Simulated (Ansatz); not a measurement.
**Molecular dynamics of Be**

Input:

```yaml
accuracy: low
crystal:
  lattice:
    - [6.87, 0.0, 0.0]
    - [-3.435, 5.949595, 0.0]
    - [0.0, 0.0, 7.17686]
  atoms:
    - { symbol: Be, position: [0.0, 0.0, 0.0] }
    - { symbol: Be, position: [0.1111111, 0.2222222, 0.25] }
    - { symbol: Be, position: [0.0, 0.0, 0.5] }
    - { symbol: Be, position: [0.1111111, 0.2222222, 0.75] }
    - { symbol: Be, position: [0.0, 0.3333333, 0.0] }
    - { symbol: Be, position: [0.1111111, 0.5555556, 0.25] }
    - { symbol: Be, position: [0.0, 0.3333333, 0.5] }
    - { symbol: Be, position: [0.1111111, 0.5555556, 0.75] }
    - { symbol: Be, position: [0.0, 0.6666667, 0.0] }
    - { symbol: Be, position: [0.1111111, 0.8888889, 0.25] }
    - { symbol: Be, position: [0.0, 0.6666667, 0.5] }
    - { symbol: Be, position: [0.1111111, 0.8888889, 0.75] }
    - { symbol: Be, position: [0.3333333, 0.0, 0.0] }
    - { symbol: Be, position: [0.4444444, 0.2222222, 0.25] }
    - { symbol: Be, position: [0.3333333, 0.0, 0.5] }
    - { symbol: Be, position: [0.4444444, 0.2222222, 0.75] }
    - { symbol: Be, position: [0.3333333, 0.3333333, 0.0] }
    - { symbol: Be, position: [0.4444444, 0.5555556, 0.25] }
    - { symbol: Be, position: [0.3333333, 0.3333333, 0.5] }
    - { symbol: Be, position: [0.4444444, 0.5555556, 0.75] }
    - { symbol: Be, position: [0.3333333, 0.6666667, 0.0] }
    - { symbol: Be, position: [0.4444444, 0.8888889, 0.25] }
    - { symbol: Be, position: [0.3333333, 0.6666667, 0.5] }
    - { symbol: Be, position: [0.4444444, 0.8888889, 0.75] }
    - { symbol: Be, position: [0.6666667, 0.0, 0.0] }
    - { symbol: Be, position: [0.7777778, 0.2222222, 0.25] }
    - { symbol: Be, position: [0.6666667, 0.0, 0.5] }
    - { symbol: Be, position: [0.7777778, 0.2222222, 0.75] }
    - { symbol: Be, position: [0.6666667, 0.3333333, 0.0] }
    - { symbol: Be, position: [0.7777778, 0.5555556, 0.25] }
    - { symbol: Be, position: [0.6666667, 0.3333333, 0.5] }
    - { symbol: Be, position: [0.7777778, 0.5555556, 0.75] }
    - { symbol: Be, position: [0.6666667, 0.6666667, 0.0] }
    - { symbol: Be, position: [0.7777778, 0.8888889, 0.25] }
    - { symbol: Be, position: [0.6666667, 0.6666667, 0.5] }
    - { symbol: Be, position: [0.7777778, 0.8888889, 0.75] }
basis:
  ecutwfc: 420.0
kpoints:
  mp_grid: { grid: [2, 2, 2] }
hamiltonian:
  xc: pbe
  dispersion: d3bj
scf:
  occupations: { method: fermi_dirac, width: 0.24 }
  lower_state_search: "off"
md:
  timestep: 0.75
  n_steps: 130
  ensemble: nvt_langevin
  temperature: 2800.0
  initial_velocities: maxwell_boltzmann
  seed: 572613
  friction: 0.02
```

Launched with:

```bash
$ ansatz run input.yaml --threads 1 --pin off --max-ram 3072MiB --backend cpu --events-out ev --progress --plain --runs-dir out
```

It starts from a structure without forces on its atoms.

Output, in part (step lines):

```
md step     0: t =     0.00 fs  T =  2722.2 K  F+E_penalty+E_count = -3351.12450276 eV  E_kin = 12.667480 eV  (6 SCF iters)
md step     1: t =     0.75 fs  T =  2832.6 K  F+E_penalty+E_count = -3351.06280644 eV  E_kin = 13.181195 eV  (6 SCF iters)
md step     2: t =     1.50 fs  T =  2812.5 K  F+E_penalty+E_count = -3350.87560171 eV  E_kin = 13.087688 eV  (6 SCF iters)
md step     3: t =     2.25 fs  T =  2713.5 K  F+E_penalty+E_count = -3350.56698711 eV  E_kin = 12.627012 eV  (6 SCF iters)
md step     4: t =     3.00 fs  T =  2606.9 K  F+E_penalty+E_count = -3350.14394619 eV  E_kin = 12.131008 eV  (6 SCF iters)
md step     5: t =     3.75 fs  T =  2596.4 K  F+E_penalty+E_count = -3349.60982004 eV  E_kin = 12.081902 eV  (5 SCF iters)
md step     6: t =     4.50 fs  T =  2424.1 K  F+E_penalty+E_count = -3348.97711777 eV  E_kin = 11.280285 eV  (5 SCF iters)
md step     7: t =     5.25 fs  T =  2189.2 K  F+E_penalty+E_count = -3348.27483547 eV  E_kin = 10.187100 eV  (5 SCF iters)
[... lines left out ...]
```

The steps, from the saved trajectory:

| time (fs) | T (K) | potential energy less start (eV) |
| --- | --- | --- |
| 0.0 | 2722 | 0.000 |
| 3.0 | 2607 | 0.981 |
| 6.0 | 1999 | 3.604 |
| 9.0 | 1573 | 6.909 |
| 12.0 | 1181 | 9.943 |
| 15.0 | 891 | 11.600 |
| 18.0 | 1111 | 11.956 |
| 21.0 | 1183 | 11.368 |
| 24.0 | 1562 | 10.419 |
| 27.0 | 2025 | 9.470 |
| 30.0 | 2351 | 8.722 |
| 33.0 | 2208 | 8.317 |
| 36.0 | 2012 | 8.442 |
| 39.0 | 2222 | 8.960 |
| 42.0 | 2167 | 9.618 |
| 45.0 | 2073 | 10.591 |
| 48.0 | 2242 | 11.385 |
| 51.0 | 2264 | 11.761 |
| 54.0 | 2273 | 12.114 |
| 57.0 | 2338 | 12.468 |
| 60.0 | 2093 | 12.992 |
| 63.0 | 2179 | 12.696 |
| 66.0 | 2378 | 11.919 |
| 69.0 | 2623 | 11.402 |
| 72.0 | 2845 | 11.485 |
| 75.0 | 2460 | 12.397 |
| 78.0 | 2288 | 13.283 |
| 81.0 | 2089 | 13.963 |
| 84.0 | 2271 | 13.946 |
| 87.0 | 2577 | 13.023 |
| 90.0 | 2909 | 12.143 |
| 93.0 | 2557 | 12.444 |
| 96.0 | 2594 | 13.448 |

All steps were run. The mean temperature of the second half is 14 % below the set value. A run of 0.098 ps of so small a system gives no equilibrium averages. Limits of this set-up: coarse k mesh, low accuracy level.

Mean squared displacements from the first frame to the last, about the centre of mass: Be 0.14 Å².

Last frame:

```xyz
36
Lattice="6.8700 0.0000 0.0000 -3.4350 5.9496 0.0000 0.0000 0.0000 7.1769" Properties=species:S:1:pos:R:3
Be -0.150 0.393 -0.152
Be 0.315 1.617 1.576
Be 0.170 0.072 3.458
Be 0.119 1.594 5.365
Be -1.351 1.954 0.150
Be -0.656 3.320 1.477
Be -1.324 2.265 3.606
Be -1.459 4.003 4.871
Be -1.940 4.051 -0.302
Be -2.178 5.421 1.721
Be -2.246 4.028 3.234
Be -2.336 5.499 5.458
Be 2.592 0.168 -0.181
Be 2.276 1.381 1.978
Be 2.431 0.299 3.390
Be 2.114 1.554 5.059
Be 1.558 2.075 -0.185
Be 1.291 3.209 1.688
Be 1.002 2.108 3.204
Be 1.177 3.450 5.017
Be 0.837 4.463 -0.191
Be -0.071 5.090 1.589
Be -0.039 4.229 3.440
Be 0.358 5.282 5.106
Be 4.778 0.223 -0.110
Be 4.429 1.707 1.640
Be 4.645 -0.113 3.013
Be 4.473 1.463 5.406
Be 3.364 2.231 0.337
Be 3.164 3.397 1.728
Be 3.500 2.483 3.685
Be 3.279 3.429 5.531
Be 2.924 4.320 0.065
Be 2.474 5.582 1.811
Be 2.480 4.138 3.443
Be 2.456 5.921 5.341
```

Time of the run: 9.1 min on 1 thread of Intel(R) Xeon(R) Platinum 8559C (Emerald Rapids), with other jobs on the host, peak memory 0.8 GiB.
